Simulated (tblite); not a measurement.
# C18H12N2: the cost of one run

Programs: tblite 0.8.0 and PySCF 2.14.0, with routines of our own; each step states its level. All values are computed. Atoms count from 0.

### Step 1. The system as given

32 atoms, charge 0, multiplicity 1; geometry from: force field, distance geometry or constructed start.

### Step 2. Optimising the geometry with GFN2-xTB

What the job is given:

```
{"job": {"kind": "relax", "xc": "GFN2-xTB", "basis": "xTB"}, "charge": 0, "multiplicity": 1}
C      4.184700     0.400600     0.402900
C      3.922200     1.209900    -0.770200
C      2.800600     1.680900    -1.299700
C      1.407500     1.502300    -0.961800
C      0.835400     0.381600    -0.492900
C      1.303000    -0.910300    -0.070700
C      2.427100    -1.426500     0.432000
C      3.592100    -0.699200     0.878400
C      0.003300    -1.434700    -0.376100
C     -0.467900    -2.639200    -0.707400
N     -1.651400    -2.926100    -1.321900
C     -2.778600    -2.446200    -0.925900
C     -3.201600    -1.613300     0.221500
C     -2.815800    -0.381000     0.576400
N     -3.542800     0.196300     1.619700
C     -3.502600     1.477900     1.770200
C     -2.754700     2.439400     0.928400
C     -1.875400     1.892800     0.080000
C     -1.720400     0.446800     0.034000
C     -0.517400    -0.090400    -0.273700
H      5.072000     0.731100     0.941200
H      4.850300     1.540400    -1.238500
H      2.923000     2.355700    -2.148600
H      0.763600     2.318000    -1.250000
H      2.429500    -2.486600     0.673100
H      4.053100    -1.165100     1.748900
H      0.244800    -3.460300    -0.713300
H     -3.642400    -2.776400    -1.526200
H     -4.038400    -2.055000     0.744900
H     -4.080700     1.930900     2.587700
H     -2.932200     3.497600     1.028300
H     -1.299300     2.527100    -0.581800
```

Command:

```sh
OMP_NUM_THREADS=1 python large_run.py task.json out
```

The driver reads the jobs from task.json and runs them one after another.

**Question.** How long does this first job take on 1 thread of Arm Neoverse N1, shared host, and how much memory does it need?

About 2.9 s, with a peak of 0.18 GiB.
